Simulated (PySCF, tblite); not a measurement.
# C4H8BNO: geometry, infrared bands and NMR shifts

Aim: predict the infrared bands and NMR shifts of C4H8BNO (`C=C/C=C\OBN`).

Programs: tblite 0.8.0 and PySCF 2.14.0, with density-fitted response routines of our own. Each step states its level of theory. These are calculated values for one molecule in the gas phase, unless marked as measured. Atoms count from 0, in the outputs and in this text.

## Step 1: The starting structure

15 atoms, charge 0, multiplicity 1; geometry from: force field or distance geometry start.

Bonds of the start (Å): C0–C1 1.33, C1–C2 1.48, C2–C3 1.33, C3–O4 1.38, O4–B5 1.47, B5–N6 1.54, C0–H7 1.09, C0–H8 1.08, C1–H9 1.07, C2–H10 1.09, C3–H11 1.09, B5–H12 1.21, N6–H13 1.05, N6–H14 1.06.

## Step 2: Geometry optimisation with GFN2-xTB

Job settings and geometry (Å):

```
{"job": {"kind": "relax", "xc": "GFN2-xTB", "basis": "xTB"}, "charge": 0, "multiplicity": 1}
C     -2.894400    -0.992800    -0.289500
C     -1.611200    -0.655800    -0.305800
C     -0.777800    -0.757100     0.912400
C      0.509800    -0.418400     0.902300
O      1.011700     0.005700    -0.310700
B      1.889400     1.174000    -0.493800
N      2.721100     1.333800    -1.785500
H     -3.273800    -1.321600     0.682800
H     -3.517800    -0.929600    -1.171300
H     -1.135800    -0.315700    -1.197100
H     -1.257900    -1.102100     1.824200
H      1.121100    -0.494500     1.798400
H      2.429500     1.562300     0.512600
H      2.313300     0.632700    -2.445800
H      2.468500     2.287100    -2.160600
```

On the command line:

```bash
$ OMP_NUM_THREADS=1 python probes_run.py task.json out
```

The driver reads the jobs from task.json and runs them one after another.

**Question.** This job is followed by: GFN2-xTB harmonic vibrations, gas phase; GIAO PBE0/pcSseg-1 NMR shielding, non-relativistic, gas phase. What will the session give for the following? strongest single infrared mode (GFN2-xTB); zero-point energy (GFN2-xTB); 13C shifts against TMS (PBE0/pcSseg-1); 1H shifts against TMS (PBE0/pcSseg-1, means over atoms taken as alike); 17O shifts against H2O (PBE0/pcSseg-1); 11B shifts against BF3·OEt2 (PBE0/pcSseg-1); 15N shifts against NH3 (PBE0/pcSseg-1).

As calculated:

```
                                                              quantity                                         value
                             strongest single infrared mode (GFN2-xTB)                         1342 cm⁻¹, 676 km/mol
                                          zero-point energy (GFN2-xTB)                                 73.4 kcal/mol
                                13C shifts against TMS (PBE0/pcSseg-1)                151.3, 138.4, 118.8, 118.4 ppm
1H shifts against TMS (PBE0/pcSseg-1, means over atoms taken as alike)  7.26, 6.65, 5.41, 5.26, 5.20, 4.39, 3.25 ppm
                                17O shifts against H2O (PBE0/pcSseg-1)                                     194.2 ppm
                           11B shifts against BF3·OEt2 (PBE0/pcSseg-1)                                      25.5 ppm
                                15N shifts against NH3 (PBE0/pcSseg-1)                                      84.9 ppm
```

What this shows: Relaxing lowered the energy by 1.368 eV in 106 steps; the close pair that moved most is B5–N6, from 1.545 to 1.391 Å. No mode is imaginary among the 39: a minimum at this level. The strongest single mode, at 1342 cm⁻¹, moves mainly B5. GFN2-xTB is a fitted tight-binding method: band positions and strengths are rough. Its intensities can rank the bands wrongly. At PBE0/pcSseg-1: The largest span, 314 ppm, is at O4, where the paramagnetic term is -258 ppm.
